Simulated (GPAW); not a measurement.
# LaB6 (Pm-3m) in GPAW: single point with PBE

Aim: the single point of LaB6 with PBE.

Everything below comes from runs of GPAW 26.7.0. Logs are shortened: lines on timing, memory, paths and dates and some standing lists are left out, and cuts for length are marked. The log counts tension as positive stress, the text compression.

## Step 1: The structure

The structure is cubic, space group Pm-3m (No. 221). The conventional cell has a = 4.157 Å, b = 4.157 Å, c = 4.157 Å, α = 90.00°, β = 90.00°, γ = 90.00°. Around La (site symmetry m-3m) lie 24 B at 3.05 Å. B (site symmetry 4mm) is surrounded by 5 B at 1.64 to 1.78 Å.

## Step 2: Single point, PBE

run.py

```python
from ase.dft.bandgap import bandgap
from ase.io import read, write
from ase.units import GPa
from gpaw import GPAW, PW

atoms = read('LaB6.xyz')

calc = GPAW(mode=PW(600),
            xc='PBE',
            kpts={'size': (5, 5, 5), 'gamma': True},
            occupations={'name': 'fermi-dirac', 'width': 0.05},
            nbands=34,
            maxiter=120,
            txt='gpaw.txt')
atoms.calc = calc
energy = atoms.get_potential_energy()
forces = atoms.get_forces()
stress = atoms.get_stress()
calc.write('gs.gpw')
write('result.traj', atoms)
print(f'Energy: {energy:.6f} eV')
print('Forces (eV/A):')
print(forces.round(4))
print('Stress (GPa):', (stress / GPa).round(3))
print('Fermi level:', round(calc.get_fermi_level(), 4), 'eV')
print(f'Gap: {bandgap(calc)[0]:.4f} eV, direct: {bandgap(calc, direct=True)[0]:.4f} eV')
```

LaB6.xyz

```xyz
7
Lattice="4.1570000000 0.0000000000 0.0000000000 0.0000000000 4.1570000000 0.0000000000 0.0000000000 0.0000000000 4.1570000000" Properties=species:S:1:pos:R:3 pbc="T T T"
La     0.0000000000      0.0000000000      0.0000000000
B      2.0785000000      2.0785000000      3.3359925000
B      2.0785000000      2.0785000000      0.8210075000
B      2.0785000000      3.3359925000      2.0785000000
B      3.3359925000      2.0785000000      2.0785000000
B      2.0785000000      0.8210075000      2.0785000000
B      0.8210075000      2.0785000000      2.0785000000
```

Potentials or basis: GPAW PAW data sets (gpaw-data 1.2.1), pw.

Command:

```bash
$ OMP_NUM_THREADS=1 python run.py
```

gpaw.txt:

```text
__  _  _
 | _ |_)|_||  |
 |__||  | ||/\| - 26.7.0

Input parameters:
  mode=PW(ecut=600.0),
  kpts=MonkhorstPack(size=(5, 5, 5), gamma=True),
  maxiter=120,
  nbands=34,
  occupations=Occupations(name='fermi-dirac', width=0.05),
  xc=XC(name='PBE')

Diagonalizing LCAO Hamiltonian
Converting LCAO to pw mode
    .---------.
   /|         |
  / |  B      |
 *  |   B     |
 |  B      B  |
 |  .--B------.
 | /   B     /
 |/         /
 La--------*

Atoms  # Å, Bohr magnetons
|   | symbol |        x |        y |        z |    initial magnetic moments |
|---|--------|----------|----------|----------|-----------------------------|
| 0 |     La | 0.000000 | 0.000000 | 0.000000 | ( 0.0000,  0.0000,  0.0000) |
| 1 |      B | 2.078500 | 2.078500 | 3.335993 | ( 0.0000,  0.0000,  0.0000) |
| 2 |      B | 2.078500 | 2.078500 | 0.821008 | ( 0.0000,  0.0000,  0.0000) |
| 3 |      B | 2.078500 | 3.335993 | 2.078500 | ( 0.0000,  0.0000,  0.0000) |
| 4 |      B | 3.335993 | 2.078500 | 2.078500 | ( 0.0000,  0.0000,  0.0000) |
| 5 |      B | 2.078500 | 0.821008 | 2.078500 | ( 0.0000,  0.0000,  0.0000) |
| 6 |      B | 0.821008 | 2.078500 | 2.078500 | ( 0.0000,  0.0000,  0.0000) |

Unit cell  # Å
| periodic |        x |        y |        z |  lengths |    angles |
|----------|----------|----------|----------|----------|-----------|
|      yes | 4.157000 | 0.000000 | 0.000000 | 4.157000 | 90.000000 |
|      yes | 0.000000 | 4.157000 | 0.000000 | 4.157000 | 90.000000 |
|      yes | 0.000000 | 0.000000 | 4.157000 | 4.157000 | 90.000000 |

Number of symmetries: 48
Symmetry operations  # r_c * U_cc + t_c -> r_c
|    | kind |            matrix            |
|----|------|------------------------------|
|  0 |  E   |  1, 0, 0,  0, 1, 0,  0, 0, 1 |
|  1 |  σ   |  1, 0, 0,  0, 1, 0,  0, 0,-1 |
|  2 |  σ   |  1, 0, 0,  0, 0, 1,  0, 1, 0 |
|  3 |  C4  |  1, 0, 0,  0, 0, 1,  0,-1, 0 |
|  4 |  C4  |  1, 0, 0,  0, 0,-1,  0, 1, 0 |
|  5 |  σ   |  1, 0, 0,  0, 0,-1,  0,-1, 0 |
|  6 |  σ   |  1, 0, 0,  0,-1, 0,  0, 0, 1 |
|  7 |  C2  |  1, 0, 0,  0,-1, 0,  0, 0,-1 |
|  8 |  σ   |  0, 1, 0,  1, 0, 0,  0, 0, 1 |
|  9 |  C2  |  0, 1, 0,  1, 0, 0,  0, 0,-1 |
| 10 |  C3  |  0, 1, 0,  0, 0, 1,  1, 0, 0 |
| 11 |  S6  |  0, 1, 0,  0, 0, 1, -1, 0, 0 |
| 12 |  S6  |  0, 1, 0,  0, 0,-1,  1, 0, 0 |
| 13 |  C3  |  0, 1, 0,  0, 0,-1, -1, 0, 0 |
| 14 |  C4  |  0, 1, 0, -1, 0, 0,  0, 0, 1 |
| 15 |  S4  |  0, 1, 0, -1, 0, 0,  0, 0,-1 |
| 16 |  C3  |  0, 0, 1,  1, 0, 0,  0, 1, 0 |
| 17 |  S6  |  0, 0, 1,  1, 0, 0,  0,-1, 0 |
| 18 |  σ   |  0, 0, 1,  0, 1, 0,  1, 0, 0 |
| 19 |  C4  |  0, 0, 1,  0, 1, 0, -1, 0, 0 |
| 20 |  C2  |  0, 0, 1,  0,-1, 0,  1, 0, 0 |
| 21 |  S4  |  0, 0, 1,  0,-1, 0, -1, 0, 0 |
| 22 |  S6  |  0, 0, 1, -1, 0, 0,  0, 1, 0 |
| 23 |  C3  |  0, 0, 1, -1, 0, 0,  0,-1, 0 |
| 24 |  S6  |  0, 0,-1,  1, 0, 0,  0, 1, 0 |
| 25 |  C3  |  0, 0,-1,  1, 0, 0,  0,-1, 0 |
| 26 |  C4  |  0, 0,-1,  0, 1, 0,  1, 0, 0 |
| 27 |  σ   |  0, 0,-1,  0, 1, 0, -1, 0, 0 |
| 28 |  S4  |  0, 0,-1,  0,-1, 0,  1, 0, 0 |
| 29 |  C2  |  0, 0,-1,  0,-1, 0, -1, 0, 0 |
| 30 |  C3  |  0, 0,-1, -1, 0, 0,  0, 1, 0 |
| 31 |  S6  |  0, 0,-1, -1, 0, 0,  0,-1, 0 |
| 32 |  C4  |  0,-1, 0,  1, 0, 0,  0, 0, 1 |
| 33 |  S4  |  0,-1, 0,  1, 0, 0,  0, 0,-1 |
| 34 |  S6  |  0,-1, 0,  0, 0, 1,  1, 0, 0 |
| 35 |  C3  |  0,-1, 0,  0, 0, 1, -1, 0, 0 |
| 36 |  C3  |  0,-1, 0,  0, 0,-1,  1, 0, 0 |
| 37 |  S6  |  0,-1, 0,  0, 0,-1, -1, 0, 0 |
| 38 |  σ   |  0,-1, 0, -1, 0, 0,  0, 0, 1 |
| 39 |  C2  |  0,-1, 0, -1, 0, 0,  0, 0,-1 |
| 40 |  σ   | -1, 0, 0,  0, 1, 0,  0, 0, 1 |
| 41 |  C2  | -1, 0, 0,  0, 1, 0,  0, 0,-1 |
| 42 |  C2  | -1, 0, 0,  0, 0, 1,  0, 1, 0 |
| 43 |  S4  | -1, 0, 0,  0, 0, 1,  0,-1, 0 |
| 44 |  S4  | -1, 0, 0,  0, 0,-1,  0, 1, 0 |
| 45 |  C2  | -1, 0, 0,  0, 0,-1,  0,-1, 0 |
| 46 |  C2  | -1, 0, 0,  0,-1, 0,  0, 0, 1 |
| 47 |  i   | -1, 0, 0,  0,-1, 0,  0, 0,-1 |

BZ-sampling:
  Number of BZ points: 125
  Number of IBZ points: 10

  Monkhorst-Pack size: [5, 5, 5]
  Monkhorst-Pack shift: [0, 0, 0]

K-points  # in reciprocal-cell coordinates
|   |                                coordinates |     weight |
|---|--------------------------------------------|------------|
| 0 | (  0.00000000,   0.00000000,   0.00000000) | 0.00800000 |
| 1 | (  0.20000000,   0.00000000,   0.00000000) | 0.04800000 |
| 2 | (  0.20000000,   0.20000000,   0.00000000) | 0.09600000 |
| 3 | (  0.20000000,   0.20000000,   0.20000000) | 0.06400000 |
| 4 | (  0.40000000,   0.00000000,   0.00000000) | 0.04800000 |
| 5 | (  0.40000000,   0.20000000,   0.00000000) | 0.19200000 |
| 6 | (  0.40000000,   0.20000000,   0.20000000) | 0.19200000 |
| 7 | (  0.40000000,   0.40000000,   0.00000000) | 0.09600000 |
| 8 | (  0.40000000,   0.40000000,   0.20000000) | 0.19200000 |
| 9 | (  0.40000000,   0.40000000,   0.40000000) | 0.06400000 |

Plane wave coefficients: 2425
Cutoff: 600.0 eV

Spin-components: 1 (collinear spins)
Bands:           34
Projectors:      38
Spin-degeneracy: 2
Datatype:        complex128

Parallelization:
  kpt:    1
  domain: 1
  band:   1

Density:
  Valence electrons: 29.0
  Components: 1
  Grid points: [24 24 24]
  Charge: 0.0  # |e|

Potential:
  Grid points: [24 24 24]

species:
  La:
    name:    Lanthanum
    Z:       57.0
    valence: 11
    core:    46
    charge:  0.0  # [|e|]
    compensation charges:
      type: gauss
      rc: 0.35  # [Å]
      lmax: 2
    cutoffs:
      filter: 1.17  # [Å]
      core: 2.19  # [Å]
    projectors
    | kind |    occ | energy [eV] | rcut [Å] |
    |------|--------|-------------|----------|
    |   5s |  2.000 |     -38.923 |    1.164 |
    |   6s |  2.000 |      -3.679 |    1.164 |
    |   5p |  6.000 |     -22.400 |    1.164 |
    |   6p |  0.000 |      -1.352 |    1.164 |
    |   5d |  1.000 |      -3.090 |    1.164 |
    |   4f |  0.000 |      -4.340 |    1.164 |
    |    d |        |      24.122 |    1.164 |
    |    f |        |      22.872 |    1.164 |

    Using partial waves for La as LCAO basis

  B:
    name:    Boron
    Z:       5.0
    valence: 3
    core:    2
    charge:  0.0  # [|e|]
    compensation charges:
      type: gauss
      rc: 0.20  # [Å]
      lmax: 2
    cutoffs:
      filter: 1.14  # [Å]
      core: 1.38  # [Å]
    projectors
    | kind |    occ | energy [eV] | rcut [Å] |
    |------|--------|-------------|----------|
    |   2s |  2.000 |      -9.443 |    0.635 |
    |   2p |  1.000 |      -3.606 |    0.635 |
    |    s |        |      17.768 |    0.635 |
    |    p |        |      23.605 |    0.635 |
    |    d |        |       0.000 |    0.635 |

    Using partial waves for B as LCAO basis

Reference energy: -235130.060125  # eV

eigensolver:
  PPCG
  Converge bands: occupied
  niter=2

density mixing:
  MSR1-Mixer
  Pratt-step length: 0.05
  Maximum mixing coefficient: 0.75
  Old densities: 10
  SVD Regularization: 0.005
  Good broyden scale: 1.0
  Trust region scale: 1.0
  Backstep threshold: 4.0
  History deletion threshold: 6.0
  Fourier metric: weight=20.0, sigma=0.015

occupation numbers:
  Fermi-Dirac:
    width: 0.0500  # eV

poisson solver:
  ecut: 4800.0  # eV

xc functional:
  name: PBE with 2 nearest neighbor stencil

convergence criteria:
- Maximum [total energy] change in last 3 cyles: 0.0005 eV / valence electron
- Maximum integral of absolute [dens]ity change: 0.0001 electrons / valence electron
- Maximum integral of absolute [eigenst]ate change: 4e-08 eV^2 / valence electron
maximum number of iterations: 120

SCF iterations
|iter     | |      energy | eigst |  dens |
|---------|-|-------------|-------|-------|
|iter:   1| |  -52.938480 | +0.06 |       |
|iter:   2| |  -51.977185 | -1.68 | -0.80 |
|iter:   3| |  -48.914370 | -0.67 | -0.85 |
|iter:   4| |  -48.810458 | -2.12 | -1.55 |
|iter:   5| |  -48.778234 | -3.08 | -1.82 |
|iter:   6| |  -48.779914 | -4.37 | -2.30 |
|iter:   7| |  -48.780019c| -5.25 | -2.93 |
|iter:   8| |  -48.780016c| -6.17 | -3.82 |
|iter:   9| |  -48.780017c| -7.86c| -4.45c|

Converged in 9 steps
Energy contributions relative to reference atoms: (reference = -235130.060125)

Energy contributions:
  Kinetic:          49.418021
  Coulomb:         -39.906813
  Zero:             -0.631408
  External:          0.000000
  Xc:              -57.650858
  Entropy:          -0.017920
  Spinorbit:         0.000000
  ----------------------------
  Free energy:     -48.788977
  Extrapolated:    -48.780017

dipole moment: (-26.478433, -26.478433, -26.478433)  # |e|*Ang

Fermi level: 10.883
Eigenvalues  # (at kpt = [0.000, 0.000, 0.000])
| band index |      eig [eV] | occ [0-2] |
|------------|---------------|-----------|
|          0 |       -22.061 |     2.000 |
|        ... |               |           |
|          6 |         3.524 |     2.000 |
|          7 |         3.524 |     2.000 |
|          8 |         3.524 |     2.000 |
|          9 |         3.937 |     2.000 |
|         10 |         3.937 |     2.000 |
|         11 |         9.213 |     2.000 |
[... 8 lines left out ...]
|         20 |        13.030 |     0.000 |
|         21 |        13.030 |     0.000 |
|        ... |               |           |
|         33 |        24.277 |     0.000 |

No gap
No difference between direct/indirect transitions

Forces  # eV/Ang
|        x |        y |        z |
|----------|----------|----------|
|  0.00000 |  0.00000 |  0.00000 |  # La   0
|  0.00000 |  0.00000 | -0.60274 |  # B    1
|  0.00000 |  0.00000 |  0.60274 |  # B    2
|  0.00000 | -0.60274 |  0.00000 |  # B    3
| -0.60274 | -0.00000 | -0.00000 |  # B    4
|  0.00000 |  0.60274 |  0.00000 |  # B    5
|  0.60274 | -0.00000 |  0.00000 |  # B    6

Stress tensor  # eV/Ang^3
|        x |        y |        z |
|----------|----------|----------|
| 0.003787 | 0.000000 | 0.000000 |
| 0.000000 | 0.003787 | 0.000000 |
| 0.000000 | 0.000000 | 0.003787 |

# Writing to gs.gpw (mode='')
```

Wall time 11 s (1 thread of Intel Xeon 6975P-C (Granite Rapids), shared host); peak memory 0.19 GiB.

Results:

```yaml
Free_energy: -48.7890 eV
Pressure: -0.6 GPa
Largest_force: 0.603 eV/Å
Band_gap_on_the_k_mesh: none (metal or under the smearing width)
```

Forces on the atoms (eV/Å):
```
La   0.000  0.000  0.000
B    0.000  0.000 -0.603
B    0.000  0.000  0.603
B    0.000 -0.603  0.000
B   -0.603  0.000  0.000
B    0.000  0.603  0.000
B    0.603  0.000  0.000
```

Caveat: the cutoff is short for stress and forces, so pressures can be off by a GPa or more; one-centre terms of the f shell are cut off. Spin-orbit coupling is left out, which matters for the levels of La.
